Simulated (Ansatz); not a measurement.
NbPd4:

```
CELL_PARAMETERS angstrom
1.41760 0.81845 11.49527
-1.41760 0.81845 11.49527
0.00000 -1.63690 11.49527
ATOMIC_POSITIONS crystal
Pd 0.60062 0.60062 0.60062
Pd 0.19992 0.19992 0.19992
Pd 0.80008 0.80008 0.80008
Pd 0.39938 0.39938 0.39938
Nb 0.00000 0.00000 0.00000
```

The cell comes from a database or a generator and needn't be the stable form of this composition.

- Program: Ansatz 0.2.0
- Task: relaxation of cell and atoms
- Functional: PBEsol
- Potentials or basis: Ansatz PAW
- Cutoff: 420 eV (not typed: the program's choice for these potentials)
- k mesh: 11 × 11 × 11
- Occupations: fermi-dirac, width 0.05 eV
- Spin: no spin polarisation

At the start: volume 16.00 Å³/atom.

Problem. How do energy, volume and symmetry change on relaxing?

Solution. It ends after 5 steps and the volume is 15.08 Å³/atom (-5.8 %); space group R-3m (No. 166, to 0.05 Å).

The path:
```
step  energy change (eV)  largest force (eV/Å)  volume (Å³)
   1              0.0000                0.0869        80.02
   2             -0.1506                0.0153        76.20
   3             -0.1559                0.0070        75.29
   4             -0.1560                0.0020        75.40
   5             -0.1545                0.0020        75.40
```

Final structure:
```xyz
5
Lattice="1.3875 0.8011 11.3055 -1.3875 0.8011 11.3055 0.0000 -1.6022 11.3055" Properties=species:S:1:pos:R:3 pbc="T T T"
Pd    0.0000    0.0000   20.3624
Pd    0.0000    0.0000    6.7798
Pd    0.0000    0.0000   27.1365
Pd    0.0000    0.0000   13.5540
Nb    0.0000    0.0000    0.0000
```

Caveat: the plane-wave basis is chosen anew once the cell has moved, so the energies of steps on either side of that aren't comparable; the PAW data sets come from PBE, with cores solved anew for the run's functional, which leaves a small shift of forces and pressure.
